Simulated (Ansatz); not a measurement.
Tc₃Pd, space group P-6m2, a comparison of functionals at one structure

Run with Ansatz's Python interface.

Contents of `tc3pd.cif`:
```cif
data_Tc3Pd
_cell_length_a 2.751958
_cell_length_b 2.751958
_cell_length_c 8.964515
_cell_angle_alpha 90.00000
_cell_angle_beta 90.00000
_cell_angle_gamma 120.00000
_symmetry_space_group_name_H-M 'P 1'
_symmetry_Int_Tables_number 1
loop_
_symmetry_equiv_pos_as_xyz
'x, y, z'
loop_
_atom_site_label
_atom_site_type_symbol
_atom_site_fract_x
_atom_site_fract_y
_atom_site_fract_z
Tc1 Tc    0.000000    0.000000    0.000000
Tc2 Tc    0.333333    0.666667    0.755744
Tc3 Tc    0.333333    0.666667    0.244256
Pd4 Pd    0.000000    0.000000    0.500000
```

`run_xc.py`:
```python
# -*- coding: utf-8 -*-
"""Functional comparison for Tc3Pd (totals differ with the potentials too)."""

import ansatz
from ase.io import read
from tabulate import tabulate

config = {
    "occupations": "methfessel_paxton",
    "tolerance": 1e-09,
    "kmesh": (12, 12, 4),
}

atoms = read("tc3pd.cif")
crystal = ansatz.Crystal.from_ase(atoms)

calc = (
    crystal.calculation()
    .occupations(config["occupations"], width=10 * ansatz.meV)
    .scf(tolerance=config["tolerance"])
    .kpoints(*config["kmesh"])
    .stress()
)

rows = []
for value in ["r2scan", "pbesol", "lda"]:
    r = calc.functional(value).run(threads=1, backend="cpu").report
    rows.append((value, r["free_energy_ev"] / len(r["lattice"]["sites"]), r["n_iterations"], sum(r["stress_gpa"][i][i] for i in range(3)) / 3, r["n_kpoints"]))

print(tabulate(rows, headers=["functional", "F/atom (eV)", "iterations", "P (GPa)", "k-points"], floatfmt=".4f", tablefmt="plain"))
```

Running `python run_xc.py` prints:
```text
DeckWarning: the atoms were moved onto the symmetric positions of the space group found under crystal.symmetry.tolerance 1.0e-5 (fractional; no operation is sought that the atoms, as they stand in a round, miss by more than twice it, and no atom is moved by [...]
DeckWarning: basis.ecutwfc = 500 eV, auto-derived from the records' recommended cutoffs: set by Tc (normal level)
DeckWarning: output.stress: scf.convergence.dr2_threshold = 1e-9 eV is looser than the 4e-10 eV advised for a printed stress (1e-10 eV for each atom of the cell: 4). What an SCF threshold leaves in a stress goes as its square root, and in the free energy as [...]
functional      F/atom (eV)    iterations    P (GPa)    k-points
r2scan           -5803.6074            16    -7.3448          57
pbesol           -5729.8960            14   -11.5456          57
lda              -5672.0570            14   -16.7909          57
```
(Warnings from the package without file and line, shortened.)

From lowest to highest: LDA (-16.8 GPa), PBEsol (-11.5 GPa) and r2SCAN (-7.3 GPa). At a fixed cell a lower pressure usually means a smaller equilibrium volume, so LDA prefers the smallest cell and r2SCAN the largest.

What to keep in mind:
- Pressure is positive in compression.
- At these settings the cell as given stands under about -7 GPa, so it isn't at this functional's equilibrium volume.
- The structure comes from a database of computed cells and needn't be a stable or known phase.
- Total energies of different functionals can't be compared; pressures, moments and gaps at this one structure can.
- Hardware and time: 100 s on 1 thread of Arm Neoverse V1 (shared host), peak memory 0.64 GiB.
